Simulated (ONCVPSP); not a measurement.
**Pseudopotential generation for germanium: ONCV, LDA (Perdew-Wang 92)**

Do these settings give a usable potential? It is generated, then checked for transferability, scattering, ghosts and hardness.

Program: ONCVPSP 4.0.1.1 (patched build). Reference atom: LDA (Perdew-Wang 92), scalar-relativistic, spherical and spin-unpolarised. All values are calculated.

### 1 Settings

The settings as typed:

```json
{"element": "germanium (Ge, Z = 32)", "type": "optimised norm-conserving Vanderbilt (ONCV)", "frozen core": "[Ar]", "valence charge": "14", "reference configuration": "3d10 4s2 4p2", "partial waves": "4s: rc 1.50 bohr, ncon 5, nbas 10, qcut 3.5 1/bohr, 2 projectors, debl 1.4 Ha; 4p: rc 1.55 bohr, ncon 3, nbas 6, qcut 5.8 1/bohr, 2 projectors, debl 3.1 Ha; 3d: rc 0.85 bohr, ncon 5, nbas 10, qcut 22.5 1/bohr, 2 projectors, debl 0.5 Ha; f scattering state at 0.19 Ha: rc 1.25 bohr, ncon 5, nbas 9, qcut 8.1 1/bohr, 2 projectors, debl 2 Ha", "local potential": "polynomial inside 0.75 bohr (lpopt 5, dvloc0 6 Ha)", "core correction": "Teter function, fcfact 5, rcfact 1.5"}
```

The outer shells as boxes (Hund's rule for the drawing; the calculation is spin-unpolarised):

```
[Ar] core
3d [↑↓][↑↓][↑↓][↑↓][↑↓]
4s [↑↓]
4p [↑ ][↑ ][  ]
```

### 2 Generation

File Ge.dat:

```
# ATOM AND REFERENCE CONFIGURATION
# atsym  z   nc   nv     iexc    psfile
  Ge 32.00    5    3  -001012      upf
#
#   n    l    f
    1    0    2.00
    2    0    2.00
    2    1    6.00
    3    0    2.00
    3    1    6.00
    3    2   10.00
    4    0    2.00
    4    1    2.00
#
# PSEUDOPOTENTIAL AND OPTIMIZATION
# lmax
    3
#
#   l,   rc,      ep,       ncon, nbas, qcut
    0    1.50    0.00    5   10    3.50
    1    1.55    0.00    3    6    5.80
    2    0.85    0.00    5   10   22.50
    3    1.25    0.19    5    9    8.10
#
# LOCAL POTENTIAL
# lloc, lpopt,  rc(5),   dvloc0
    4    5    0.75    6.00
#
# VANDERBILT-KLEINMAN-BYLANDER PROJECTORs
# l, nproj, debl
    0    2    1.40
    1    2    3.10
    2    2    0.50
    3    2    2.00
#
# MODEL CORE CHARGE
# icmod, fcfact, rcfact
    3    5.00    1.50
#
# LOG DERIVATIVE ANALYSIS
# epsh1, epsh2, depsh
   -3.00    5.00    0.02
#
# OUTPUT GRID
# rlmax, drl
    6.00    0.01
#
# TEST CONFIGURATIONS
# ncnf
    4
# nvcnf
#   n    l    f
    3
    3    2   10.00
    4    0    2.00
    4    1    1.00
#
    3
    3    2   10.00
    4    0    2.00
    4    1    0.00
#
    3
    3    2   10.00
    4    0    1.00
    4    1    0.00
#
    3
    3    2    9.00
    4    0    2.00
    4    1    3.00
#
```

Run with:

```
$ oncvpsp.x < Ge.dat > Ge.out
```

**Question.** What will these runs give? Wanted: cutoffs for 1 and 0.1 mHa per electron, occupied waves; bound ghosts; GHOST(+) flags; largest test error; largest phase difference near zero energy, channels read; rms error of d²Exc/dn², without and with the model core; projector energies reset by the program.

The runs gave:

| quantity | value |
| --- | --- |
| cutoffs for 1 and 0.1 mHa per electron, occupied waves | 173 Ha and 198 Ha |
| bound ghosts | s at -41.17 eV |
| GHOST(+) flags | p at 113 eV |
| largest test error (AE − PS) | -498 meV, for 3d9 4s2 4p3 |
| largest phase difference near zero energy, channels read | 0.002 rad |
| rms error of d²Exc/dn², without and with the model core | 7.42 and 1.06 mHa |
| projector energies reset by the program | d: -1.086, 0.250 Ha |

**Reading.** A bound ghost (s) makes it unfit for use: electrons can fall into a state that the atom doesn't have. By total energies transferability is poor: the largest error is 498 meV on 29.7 eV, for 3d9 4s2 4p3. The potential is very hard: the looser tolerance needs 173 Ha. At the looser tolerance the 3d wave is the slowest; 4s needs 15 Ha. Near zero energy the phases of the channels with partial waves agree within 0.002 rad. The pseudo curves have a pole with no partner nearby in the atom's: s at -1.51 Ha. The program also flags highly localised states, GHOST(+) (p).
